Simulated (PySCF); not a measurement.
# C6H6FN: a tour of settings

Which settings matter for C6H6FN (`C=C1C[C@@]1(C#N)CF`), and how do bad ones show?

Programs: PySCF 2.14.0, with density-fitted response routines of our own. Each step states its level of theory. These are calculated values for one molecule in the gas phase, unless marked as measured. Atoms are numbered from 0 throughout.

1 further run of the same task is left out (for a known fault of the program).

## Step 1: Starting geometry

14 atoms, charge 0, multiplicity 1; geometry from: GFN2-xTB.

Bonds of the start (Å): C0–C1 1.31, C1–C2 1.45, C2–C3 1.54, C3–C4 1.42, C4–N5 1.14, C3–C6 1.52, C6–F7 1.37, C3–C1 1.49, C0–H8 1.08, C0–H9 1.08, C2–H10 1.08, C2–H11 1.08, C6–H12 1.10, C6–H13 1.10.

## Step 2: TDDFT and polarisability: PBE0/pcseg-1

What the job is given:

```
{"job": {"kind": "uv", "xc": "PBE0", "basis": "pcseg-1", "nstates": 6, "ntriplets": 0, "tda": false}, "charge": 0, "multiplicity": 1}
C      2.144798    -0.417526    -0.140135
C      0.907055    -0.111710    -0.421275
C     -0.186002     0.053872    -1.366953
C     -0.399734     0.333057     0.128436
C     -0.516176     1.695805     0.528391
N     -0.596243     2.789572     0.854889
C     -1.229626    -0.645847     0.934289
F     -2.542851    -0.616439     0.532696
H      2.832691    -0.730576    -0.908485
H      2.527329    -0.364294     0.865741
H     -0.175513     0.902323    -2.037629
H     -0.674622    -0.821085    -1.773559
H     -0.874546    -1.670755     0.780437
H     -1.217237    -0.396870     2.000992
```

With the program's defaults for keys left out, this is: TDDFT PBE0/pcseg-1, vertical, gas phase, core orbitals frozen in the response.

The run is started by

```sh
> OMP_NUM_THREADS=1 python probes_run.py task.json out
```

This one command runs all jobs of the session in turn.

Output:

```text
coarse grid: 12384 points
cycle   1  E = -386.1080908898  dE =  1.313e+00  |g| = 5.673e-01  |ddm| = 4.085e+00
cycle   2  E = -385.9228911322  dE =  1.852e-01  |g| = 1.107e+00  |ddm| = 1.627e+00
cycle   3  E = -386.1727554451  dE = -2.499e-01  |g| = 1.665e-01  |ddm| = 1.164e+00
cycle   4  E = -386.1781635740  dE = -5.408e-03  |g| = 6.131e-02  |ddm| = 1.831e-01
cycle   5  E = -386.1788703907  dE = -7.068e-04  |g| = 1.309e-02  |ddm| = 6.017e-02
cycle   6  E = -386.1789097756  dE = -3.938e-05  |g| = 2.886e-03  |ddm| = 1.809e-02
cycle   7  E = -386.1789115138  dE = -1.738e-06  |g| = 1.070e-03  |ddm| = 3.933e-03
final grid: 122080 points
cycle   8  E = -386.2326677441  dE = -3.000e-05  |g| = 7.334e-03  |ddm| = 3.544e-02
cycle   9  E = -386.2326603740  dE =  7.370e-06  |g| = 9.530e-03  |ddm| = 1.719e-02
cycle  10  E = -386.2326809614  dE = -2.059e-05  |g| = 1.826e-03  |ddm| = 1.038e-02
cycle  11  E = -386.2326816646  dE = -7.032e-07  |g| = 4.955e-04  |ddm| = 1.926e-03
cycle  12  E = -386.2326817127  dE = -4.807e-08  |g| = 1.746e-04  |ddm| = 5.446e-04
cycle  13  E = -386.2326817185  dE = -5.838e-09  |g| = 5.835e-05  |ddm| = 1.917e-04
cycle  14  E = -386.2326817193  dE = -7.803e-10  |g| = 1.223e-05  |ddm| = 6.620e-05
converged SCF energy = -386.2326817193

Static polarisability (au): isotropic 65.521, principal 53.786 62.793 79.984

Singlet excitations
state   eV       nm        f      main configurations
  1   6.4810    191.3   0.00465   H-1->L 0.82, H->L 0.12
  2   6.9550    178.3   0.02139   H-2->L 0.81, H->L 0.09
  3   7.4576    166.3   0.34488   H->L 0.66, H-1->L 0.13
  4   7.5319    164.6   0.00986   H-1->L+2 0.33, H->L+1 0.31, H->L+2 0.11
  5   7.6876    161.3   0.03756   H->L+1 0.55, H-1->L+1 0.10, H-1->L+2 0.10
  6   7.8749    157.4   0.01394   H-3->L 0.57, H-2->L+1 0.12, H-1->L+1 0.10
```

Run time: 31 s. Hardware: 1 thread of Arm Neoverse N1, shared host; peak memory 0.69 GiB.

Frontier orbitals and where they lie:

| orbital | eV | atoms |
| --- | --- | --- |
| HOMO−3 | -9.95 | F7 23 %, N5 21 %, C4 12 % |
| HOMO−2 | -9.27 | N5 30 %, C2 21 %, C4 17 % |
| HOMO−1 | -8.83 | N5 25 %, C3 19 %, C1 18 % |
| HOMO | -8.51 | C0 43 %, C1 34 %, N5 6 % |
| LUMO | -0.80 | C0 40 %, C1 31 %, C4 4 % |
| LUMO+1 | 0.51 | N5 24 %, C4 23 %, C2 15 % |
| LUMO+2 | 0.89 | N5 32 %, C4 32 %, H12 8 % |

With each of the 6 states as a Gaussian band of 0.4 eV half-width at 1/e, the curve within the window shown has maxima at 166 nm (ε 16,000) L/(mol cm). Beyond the last state computed it falls off for lack of states. The curve at chosen wavelengths:

(nm, ε (L/mol/cm)): (152, 1257), (154, 2482), (157, 5625), (159, 8485), (161, 11512), (164, 15003), (166, 15839), (169, 14508), (171, 12357), (173, 9802), (176, 6216), (178, 4359), (180, 2992), (183, 1698), (185, 1188), (187, 853), (190, 546), (192, 417), (194, 323), (197, 220), (199, 168), (202, 109), (204, 80), (206, 56), (209, 32), (211, 21)

Ground-state properties from the same run:

| property | computed |
| --- | --- |
| dipole moment (D) | 4.65 |
| polarisability (Å³) | 9.71 |
| HOMO–LUMO gap (eV) | 7.71 |
| −ε(HOMO) (eV) | 8.51 |

## Step 3: Shielding tensors: BHandHLYP/cc-pCVDZ

Same as in step 2 but for these lines:

```diff
@@ -1,2 +1,2 @@
-{"job": {"kind": "uv", "xc": "PBE0", "basis": "pcseg-1", "nstates": 6, "ntriplets": 0, "tda": false}, "charge": 0, "multiplicity": 1}
+{"job": {"kind": "nmr", "xc": "BHandHLYP", "basis": "cc-pCVDZ", "pop": true, "scf": {"aux": "cc-pvdz-ri", "max_cycle": 79}}, "charge": 0, "multiplicity": 1}
 C      2.144798    -0.417526    -0.140135
```

Method: BHandHLYP/cc-pCVDZ.

Output:

```text
KeyError: 'Element h (Z=1) not found in basis cc-pCVDZ version 0'
```

Run time: 0.04 s. Hardware: 1 thread of Arm Neoverse N1, shared host.

Why it failed: The basis cc-pCVDZ has no functions for an element of the molecule, so the input was refused before any integral. Cure: choose a basis that covers all elements.

## Step 4: NMR shieldings: LC-wPBE/def2-SVPD

What the job is given:

```
{"job": {"kind": "nmr", "xc": "LC-wPBE", "basis": "def2-SVPD", "pop": true, "scf": {"max_cycle": 87}}, "charge": 0, "multiplicity": 1}
C      1.715838    -0.334021    -0.112108
C      0.725644    -0.089368    -0.337020
C     -0.148802     0.043098    -1.093562
C     -0.319787     0.266446     0.102749
C     -0.412941     1.356644     0.422713
N     -0.476994     2.231658     0.683911
C     -0.983701    -0.516678     0.747431
F     -2.034281    -0.493151     0.426157
H      2.266153    -0.584461    -0.726788
H      2.021863    -0.291435     0.692593
H     -0.140410     0.721858    -1.630103
H     -0.539698    -0.656868    -1.418847
H     -0.699637    -1.336604     0.624350
H     -0.973790    -0.317496     1.600794
```

Method: GIAO LC-wPBE/def2-SVPD NMR shielding, non-relativistic, gas phase.

Output:

```text
final grid: 122080 points
cycle   1  E = -384.8299407262  dE =  8.579e+00  |g| = 7.113e-01  |ddm| = 1.156e+02
cycle   2  E = -384.8923672710  dE = -6.243e-02  |g| = 5.124e-01  |ddm| = 4.287e+01
cycle   3  E = -384.9355593341  dE = -4.319e-02  |g| = 8.924e-02  |ddm| = 6.242e+00
cycle   4  E = -384.9369257913  dE = -1.366e-03  |g| = 3.274e-02  |ddm| = 1.006e+00
cycle   5  E = -384.9371356472  dE = -2.099e-04  |g| = 7.417e-03  |ddm| = 7.843e-01
cycle   6  E = -384.9371465372  dE = -1.089e-05  |g| = 1.726e-03  |ddm| = 1.018e-01
cycle   7  E = -384.9371472571  dE = -7.199e-07  |g| = 4.336e-04  |ddm| = 3.220e-02
cycle   8  E = -384.9371473182  dE = -6.111e-08  |g| = 1.727e-04  |ddm| = 1.076e-02
cycle   9  E = -384.9371473261  dE = -7.900e-09  |g| = 4.555e-05  |ddm| = 3.098e-03
cycle  10  E = -384.9371473268  dE = -6.656e-10  |g| = 1.325e-05  |ddm| = 1.095e-03
converged SCF energy = -384.9371473268

GIAO shielding tensors (ppm)
atom      isotropic    diamagn.    paramagn.     s11        s22        s33       span
  0 C      139.311     295.201    -155.889     37.374    143.611    236.950    199.576
  1 C      100.291      48.248      52.044     -2.541     80.284    223.131    225.672
  2 C      224.598     198.302      26.296    200.302    232.212    241.279     40.977
  3 C      239.483     171.419      68.064    214.275    237.888    266.285     52.010
  4 C      107.722     413.011    -305.288      1.998     14.971    306.198    304.200
  5 N      107.082     239.066    -131.984    -20.682      9.421    332.508    353.190
  6 C      164.766     189.084     -24.319    135.575    159.053    199.669     64.094
  7 F      477.045     433.226      43.819    401.828    485.758    543.548    141.720
  8 H       33.497      61.652     -28.155     30.290     31.426     38.773      8.483
  9 H       33.252      65.045     -31.792     29.319     31.375     39.063      9.745
 10 H       39.819      27.746      12.074     32.379     35.716     51.363     18.984
 11 H       40.097      31.950       8.148     33.038     35.380     51.873     18.835
 12 H       35.986      33.528       2.458     27.082     39.104     41.772     14.690
 13 H       33.933      26.041       7.892     27.052     36.138     38.611     11.559
```

Wall time 75 s (1 thread of Arm Neoverse N1, shared host); peak memory 0.94 GiB.

A normal end doesn't make this result sound: all coordinates were scaled by 0.8.

## Step 5: Shielding tensors: PBE0/6-31G

What the job is given:

```
{"job": {"kind": "nmr", "xc": "PBE0", "basis": "6-31G", "pop": false, "scf": {"guess": "atom"}}, "charge": 0, "multiplicity": 1}
C      2.144798    -0.417526    -0.140135
C      0.907055    -0.111710    -0.421275
C     -0.186002     0.053872    -1.366953
C     -0.399734     0.333057     0.128436
C     -0.516176     1.695805     0.528391
N     -0.596243     2.789572     0.854889
C     -1.229626    -0.645847     0.934289
F     -2.542851    -0.616439     0.532696
H      2.832691    -0.730576    -0.908485
H      2.527329    -0.364294     0.865741
H     -0.175513     0.902323    -2.037629
H     -0.674622    -0.821085    -1.773559
H     -0.874546    -1.670755     0.780437
H     -1.217237    -0.396870     2.000992
```

Method: GIAO PBE0/6-31G NMR shielding, non-relativistic, gas phase.

Output:

```text
final grid: 122080 points
cycle   1  E = -385.9908292302  dE =  2.415e+00  |g| = 9.183e-01  |ddm| = 4.228e+00
cycle   2  E = -385.8101517406  dE =  1.807e-01  |g| = 1.291e+00  |ddm| = 2.483e+00
cycle   3  E = -386.1535564123  dE = -3.434e-01  |g| = 4.386e-01  |ddm| = 1.798e+00
cycle   4  E = -386.1992297260  dE = -4.567e-02  |g| = 4.639e-02  |ddm| = 4.763e-01
cycle   5  E = -386.1995950000  dE = -3.653e-04  |g| = 2.484e-02  |ddm| = 8.668e-02
cycle   6  E = -386.1997335490  dE = -1.385e-04  |g| = 6.775e-03  |ddm| = 3.056e-02
cycle   7  E = -386.1997452899  dE = -1.174e-05  |g| = 1.505e-03  |ddm| = 7.684e-03
cycle   8  E = -386.1997457182  dE = -4.283e-07  |g| = 6.941e-04  |ddm| = 2.195e-03
cycle   9  E = -386.1997458254  dE = -1.072e-07  |g| = 1.134e-04  |ddm| = 8.775e-04
cycle  10  E = -386.1997458280  dE = -2.575e-09  |g| = 3.524e-05  |ddm| = 1.797e-04
cycle  11  E = -386.1997458283  dE = -2.782e-10  |g| = 8.577e-06  |ddm| = 5.524e-05
converged SCF energy = -386.1997458283

GIAO shielding tensors (ppm)
atom      isotropic    diamagn.    paramagn.     s11        s22        s33       span
  0 C       96.557     261.758    -165.201      4.896     95.389    189.385    184.490
  1 C       72.623     256.714    -184.091     -9.996     37.634    190.231    200.227
  2 C      182.849     252.625     -69.776    154.569    182.103    211.876     57.307
  3 C      185.570     254.480     -68.910    154.790    170.343    231.575     76.785
  4 C       84.172     261.296    -177.124    -22.935    -17.536    292.987    315.922
  5 N        8.214     337.484    -329.270   -151.111   -134.854    310.606    461.717
  6 C      116.100     238.448    -122.348     83.072    107.632    157.595     74.523
  7 F      414.621     468.057     -53.436    380.944    393.514    469.406     88.462
  8 H       27.094      29.979      -2.885     24.972     25.694     30.617      5.645
  9 H       26.949      32.167      -5.218     24.511     25.498     30.838      6.327
 10 H       30.745      29.972       0.773     25.775     27.829     38.630     12.854
 11 H       30.819      29.838       0.981     25.722     28.060     38.676     12.954
 12 H       28.725      28.033       0.692     23.543     29.987     32.644      9.101
 13 H       27.586      28.146      -0.559     23.180     28.249     31.331      8.151
```

It took 14 s on 1 thread of Arm Neoverse N1, shared host; peak memory 0.56 GiB.

The references, computed at this level on geometries of the same kind, shield at (ppm): 1H TMS 33.07, 13C TMS 201.7, 19F CFCl3 170.6, 15N NH3 263.3. Their shielding less the atom's gives the shift. The references are single molecules in the gas phase, so shifts against H2O, NH3, PH3, H3PO4 or CFCl3 are not on the usual liquid scales and can be off by tens of ppm.

| atoms | environment | σ (ppm) | δ (ppm) |
| --- | --- | --- | --- |
| C1 | fully substituted alkene carbon | 72.6 | 129.1 |
| C4 | nitrile carbon | 84.2 | 117.6 |
| C0 | terminal =CH2 carbon | 96.6 | 105.2 |
| C6 | sp3 CH2 bonded to F | 116.1 | 85.6 |
| C2 | three-membered-ring carbon | 182.8 | 18.9 |
| C3 | three-membered-ring carbon | 185.6 | 16.2 |
| H9 | hydrogen on a terminal =CH2 carbon | 26.95 | 6.12 |
| H8 | hydrogen on a terminal =CH2 carbon | 27.09 | 5.98 |
| H13 | hydrogen on an sp3 CH2 bonded to F | 27.59 | 5.48 |
| H12 | hydrogen on an sp3 CH2 bonded to F | 28.72 | 4.35 |
| H10 | hydrogen on a three-membered-ring carbon | 30.74 | 2.33 |
| H11 | hydrogen on a three-membered-ring carbon | 30.82 | 2.25 |
| N5 | nitrile nitrogen | 8.2 | 255.0 |
| F7 | fluorine on an sp3 carbon | 414.6 | -244.0 |

Ring of atoms C1, C2, C3: NICS(0) -30.7, NICS(1) -6.7, NICS(1)zz -17.5 ppm (means of both faces).

In rings of three or four atoms NICS is ruled by the nearby σ bonds, so it says little on aromaticity.

## Step 6: TDDFT and polarisability: WP04/def2-SVPD

Same as in step 5 but for these lines:

```diff
@@ -1,2 +1,2 @@
-{"job": {"kind": "nmr", "xc": "PBE0", "basis": "6-31G", "pop": false, "scf": {"guess": "atom"}}, "charge": 0, "multiplicity": 1}
+{"job": {"kind": "uv", "xc": "WP04", "basis": "def2-SVPD", "nstates": 12, "ntriplets": 5, "tda": false, "grid": 1, "scf": {"conv": 1e-07}}, "charge": 0, "multiplicity": 1}
 C      2.144798    -0.417526    -0.140135
```

Method: TDDFT WP04/def2-SVPD, vertical, gas phase, core orbitals frozen in the response.

Output:

```text
final grid: 56336 points
cycle   1  E = -394.9003292650  dE =  1.137e+00  |g| = 8.938e-01  |ddm| = 8.554e+00
cycle   2  E = -394.3998049395  dE =  5.005e-01  |g| = 1.788e+00  |ddm| = 3.675e+00
cycle   3  E = -395.0259368673  dE = -6.261e-01  |g| = 3.922e-01  |ddm| = 2.476e+00
cycle   4  E = -395.0608268085  dE = -3.489e-02  |g| = 1.067e-01  |ddm| = 5.496e-01
cycle   5  E = -395.0627924715  dE = -1.966e-03  |g| = 3.729e-02  |ddm| = 1.797e-01
cycle   6  E = -395.0630889755  dE = -2.965e-04  |g| = 5.687e-03  |ddm| = 6.791e-02
cycle   7  E = -395.0630966114  dE = -7.636e-06  |g| = 1.690e-03  |ddm| = 1.468e-02
cycle   8  E = -395.0630972670  dE = -6.556e-07  |g| = 6.287e-04  |ddm| = 3.783e-03
cycle   9  E = -395.0630973551  dE = -8.807e-08  |g| = 2.496e-04  |ddm| = 1.257e-03
converged SCF energy = -395.0630973551

Static polarisability (au): isotropic 70.671, principal 59.412 67.980 84.622

Singlet excitations
state   eV       nm        f      main configurations
  1   6.3100    196.5   0.00580   H-1->L 0.87, H->L 0.11
  2   6.7483    183.7   0.01354   H-2->L 0.92
  3   7.1378    173.7   0.12247   H->L+1 0.51, H->L 0.29, H->L+2 0.09
  4   7.2106    171.9   0.10858   H->L+1 0.44, H->L 0.30, H->L+2 0.14
  5   7.4630    166.1   0.08582   H-1->L+2 0.39, H-1->L+1 0.34, H->L+2 0.09
  6   7.5806    163.6   0.00200   H-3->L 0.80
  7   7.6800    161.4   0.01377   H-1->L+1 0.33, H-1->L+2 0.19, H-2->L+2 0.18
  8   7.8267    158.4   0.10670   H->L+2 0.43, H-1->L+2 0.24
  9   7.8695    157.6   0.04185   H-2->L+1 0.52, H-2->L+2 0.14, H->L+2 0.09
 10   8.0801    153.4   0.03110   H-4->L 0.82
 11   8.1698    151.8   0.00894   H-5->L 0.93
 12   8.2368    150.5   0.01673   H->L+3 0.97

Triplet excitations (Tamm-Dancoff, eV): 4.3710 5.9072 6.2124 6.4425 6.7344
```

It took 63 s on 1 thread of Arm Neoverse N1, shared host; peak memory 0.91 GiB.

In short: HOMO -9.57 eV, LUMO -2.94 eV; lowest singlet 6.31 eV.

## Step 7: Comparing the runs: electronic excitations

Excitations and ground-state properties, with basis size and wall time:

| run | lowest singlet (eV) | brightest (eV) | f | gap (eV) | α (Å³) | μ (D) | functions | time |
| --- | --- | --- | --- | --- | --- | --- | --- | --- |
| PBE0/pcseg-1 | 6.48 | 7.46 | 0.345 | 7.71 | 9.71 | 4.65 | 142 | 31 s |
| WP04/def2-SVPD | 6.31 | 7.14 | 0.122 | 6.63 | 10.47 | 4.73 | 211 | 63 s |

## Step 8: Results

```
                                quantity                                            value
           lowest singlet (PBE0/pcseg-1)                      6.48 eV (191 nm), f = 0.005
brightest single state of those computed                      state 3, 7.46 eV, f = 0.345
     13C shifts against TMS (PBE0/6-31G)        129.1, 117.6, 105.2, 85.6, 18.9, 16.2 ppm
      1H shifts against TMS (PBE0/6-31G)           6.12, 5.98, 5.48, 4.35, 2.33, 2.25 ppm
     15N shifts against NH3 (PBE0/6-31G)                                        255.0 ppm
   19F shifts against CFCl3 (PBE0/6-31G)                                       -244.0 ppm
             range of the lowest singlet                                  6.31 to 6.48 eV
           property runs in this session  5, of which 1 failed and 1 gave unsound results
```

**Reading.** Single values in the summary come from the first run of each kind that ended normally (PBE0/pcseg-1; PBE0/6-31G), which need not be the best level. The first singlet state (HOMO−1→LUMO 0.82, HOMO→LUMO 0.12) lies at 6.48 eV and is weak; of the 6 states computed, the strongest absorption comes from state 3 at 7.46 eV. The basis of PBE0/pcseg-1 has no diffuse functions, so Rydberg states are missing and the high states are unreliable. At PBE0/6-31G: The largest span, 462 ppm, is at N5, where the paramagnetic term is -329 ppm. The lowest singlet runs from 6.31 eV (WP04/def2-SVPD) to 6.48 eV (PBE0/pcseg-1), while the orbital gap spans 6.63 to 7.71 eV. The lowest state need not be the same one in every run. The runs solved for a few states only, so the brightest column depends on that window.
